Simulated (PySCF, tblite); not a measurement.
# CH₇O₂SSi₂ radical: geometry, infrared bands and EPR parameters

Aim: predict the infrared bands and EPR parameters of CH₇O₂SSi₂ radical (`O[C](O)[SiH2]S[SiH3]`).

The runs use tblite 0.8.0 and PySCF 2.14.0, with density-fitted response routines of our own; the level of theory stands in each step. All values are computed, except where a source is named. Atoms are numbered from 0 throughout.

**1. The starting structure**

13 atoms, charge 0, multiplicity 2; geometry from: force field or distance geometry start.

Bonds of the start (Å): O0–C1 1.37, C1–O2 1.37, C1–Si3 1.85, Si3–S4 2.14, S4–Si5 2.13, O0–H6 0.97, O2–H7 0.98, Si3–H8 1.50, Si3–H9 1.48, Si5–H10 1.48, Si5–H11 1.48, Si5–H12 1.49.

**2. Relaxing the molecule with GFN2-xTB**

Job settings and geometry (Å):

```
{"job": {"kind": "relax", "xc": "GFN2-xTB", "basis": "xTB"}, "charge": 0, "multiplicity": 2}
O     -2.444400     0.618800    -1.046900
C     -1.919200     0.641100     0.213500
O     -2.723800     1.036600     1.251600
Si    -0.170900     0.146400     0.542700
S      0.621200    -0.388700    -1.370300
Si     2.545500    -0.878000    -0.603600
H     -1.799900     0.324800    -1.716100
H     -3.604200     1.267100     0.892500
H     -0.097900    -1.053300     1.437600
H      0.616800     1.265900     1.106600
H      3.142300     0.316800     0.041500
H      3.410100    -1.312500    -1.724500
H      2.420200    -1.984600     0.385800
```

The run is started by

```console
> OMP_NUM_THREADS=1 python probes_run.py task.json out
```

The driver reads the jobs from task.json and runs them one after another.

**Question.** This job is followed by: GFN2-xTB harmonic vibrations, gas phase; UKS B3LYP, pcH-1 on C H O S Si, non-relativistic, mean-field spin-orbit, GIAO. What will the session give for the following? strongest single infrared mode (GFN2-xTB); zero-point energy (GFN2-xTB); g(iso) (B3LYP); ⟨S²⟩; largest a(iso) (averaged by class); potential on the surface of density 0.002 e/bohr³, 1st and 99th percentile.

The runs gave:

| quantity | value |
| --- | --- |
| strongest single infrared mode (GFN2-xTB) | 716 cm⁻¹, 407 km/mol |
| zero-point energy (GFN2-xTB) | 47.2 kcal/mol |
| g(iso) (B3LYP) | 2.00361 |
| ⟨S²⟩ | 0.753 (exact 0.75) |
| largest a(iso) (averaged by class) | 13C on C1, 70.6 MHz |
| potential on the surface of density 0.002 e/bohr³, 1st and 99th percentile | -1.03 V and 2.13 V |

In words: Over 52 steps the energy fell by 0.198 eV; of the close pairs, Si3–S4 changed most, 2.139 to 2.173 Å. All 33 modes are real, so the xTB geometry is a minimum. The strongest single mode, at 716 cm⁻¹, moves mainly Si3, H8 and H9. Unscaled tight-binding wavenumbers are off by several per cent, some by more. Its intensities can rank the bands wrongly. C1 carries the largest spin population, 0.72 e. The isotropic g lies 1.3 ppt above the free-electron value. These values are for one conformer; the search (at its own cheap level) found 2 more, at 0.00, 4.21 kcal/mol (those within 0.05 may be mirror or relabelled copies), and measured spectra average over such forms.
